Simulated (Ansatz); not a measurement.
# GaH3OS (SMILES [OH][GaH][SH]): functionals against CCSD(T) at one geometry

How do the functionals fare away from a minimum? The structure is a structure displaced at random from a GFN2-xTB minimum.

Computed with Ansatz 0.2.0, Gaussian basis. Level: single points in def2-TZVPP.

Cores are frozen in the correlated methods. Filled d shells of the heavier atoms are correlated.

## Step 1: The system as given

SMILES `[OH][GaH][SH]`, 6 atoms, charge 0, spin multiplicity 1.

Atoms are counted from 1 here; the program's logs count them from 0.

Bond lengths: O1–Ga2 1.751 Å, O1–H4 0.913 Å, Ga2–S3 2.181 Å, Ga2–H5 1.584 Å, S3–H6 1.310 Å. Angles: Ga2–O1–H4 139.6°, O1–Ga2–S3 110.7°, O1–Ga2–H5 122.0°, S3–Ga2–H5 127.3°, Ga2–S3–H6 89.2°.

Coordinates:

```xyz
6
GaH3OS
O    -0.9674   -0.8204    0.2854
Ga    0.1409    0.1672   -0.6429
S     1.4664    1.2883    0.6775
H    -1.6369   -1.4272    0.1522
H     0.1148    0.1977   -2.2262
H     0.9436    0.6621    1.7024
```

## Step 2: CCSD(T)/def2-TZVPP

run/in.yaml reads:

```yaml
crystal:
  periodic: [false, false, false]
  atoms:
    - {symbol: O, position_ang: [-0.967400, -0.820400, 0.285400]}
    - {symbol: Ga, position_ang: [0.140900, 0.167200, -0.642900]}
    - {symbol: S, position_ang: [1.466400, 1.288300, 0.677500]}
    - {symbol: H, position_ang: [-1.636900, -1.427200, 0.152200]}
    - {symbol: H, position_ang: [0.114800, 0.197700, -2.226200]}
    - {symbol: H, position_ang: [0.943600, 0.662100, 1.702400]}
basis:
  gaussian: {orbitals: def2-TZVPP}
correlation: {method: ccsd_t}
output: {forces: true}
```

No record of the launch command was kept for these runs.

## Step 3: PBE0-D4/def2-TZVPP

Edit run/in.yaml of step 2 so:

```diff
@@ -11,3 +11,3 @@
   gaussian: {orbitals: def2-TZVPP}
-correlation: {method: ccsd_t}
-output: {forces: true}
+hamiltonian: {xc: pbe0, dispersion: d4}
+output: {forces: true, orbitals: {seedname: orbitals}}
```

## Step 4: wB97M-V/def2-TZVPP

Edit run/in.yaml of step 3 so:

```diff
@@ -11,3 +11,3 @@
   gaussian: {orbitals: def2-TZVPP}
-hamiltonian: {xc: pbe0, dispersion: d4}
-output: {forces: true, orbitals: {seedname: orbitals}}
+hamiltonian: {xc: {name: wB97M-V}}
+output: {forces: true}
```

## Step 5: r2SCAN-D4/def2-TZVPP

Edit run/in.yaml of step 4 so:

```diff
@@ -11,3 +11,3 @@
   gaussian: {orbitals: def2-TZVPP}
-hamiltonian: {xc: {name: wB97M-V}}
+hamiltonian: {xc: r2scan, dispersion: d4}
 output: {forces: true}
```

## Step 6: PBE-D4/def2-TZVPP

Edit run/in.yaml of step 5 so:

```diff
@@ -11,3 +11,3 @@
   gaussian: {orbitals: def2-TZVPP}
-hamiltonian: {xc: r2scan, dispersion: d4}
+hamiltonian: {xc: pbe, dispersion: d4}
 output: {forces: true}
```

## Step 7: BHLYP-D4/def2-TZVPP

Edit run/in.yaml of step 6 so:

```diff
@@ -11,3 +11,3 @@
   gaussian: {orbitals: def2-TZVPP}
-hamiltonian: {xc: pbe, dispersion: d4}
+hamiltonian: {xc: {name: BHLYP}, dispersion: d4}
 output: {forces: true}
```

## Step 8: B97M-V/def2-TZVPP

Edit run/in.yaml of step 7 so:

```diff
@@ -11,3 +11,3 @@
   gaussian: {orbitals: def2-TZVPP}
-hamiltonian: {xc: {name: BHLYP}, dispersion: d4}
+hamiltonian: {xc: {name: B97M-V}}
 output: {forces: true}
```

(Steps that only read results are left out.)

Q: Predict the outcome of this session. Wanted: energy less free atoms, CCSD(T)/def2-TZVPP; RMS force component; RMS force error; HOMO and LUMO, PBE0-D4; T1 diagnostic.

**Answer**, as computed:

```
                                  quantity                                                                                           value
energy less free atoms, CCSD(T)/def2-TZVPP                                                                                  -1725.9 kJ/mol
                       RMS force component                                                            0.765 to 1.106 eV/Å over the methods
                           RMS force error  PBE0-D4 0.056, wB97M-V 0.055, r2SCAN-D4 0.063, PBE-D4 0.205, BHLYP-D4 0.187, B97M-V 0.081 eV/Å
                    HOMO and LUMO, PBE0-D4                                                                              -7.65 and -0.77 eV
                             T1 diagnostic                                                                                           0.014
```

In words: Against CCSD(T) the functionals' energies less atoms differ by -47.6 to +45.5 kJ/mol, PBE-D4 by -40.7 kJ/mol. The reference is not at the basis limit: in triple zeta CCSD(T) underbinds, which counts against methods that bind more; the gaps are no ranking. On forces the order runs from wB97M-V to PBE-D4. Frozen-core CCSD(T) forces in triple zeta carry basis errors of their own, and this is one geometry, so small gaps rank nothing.
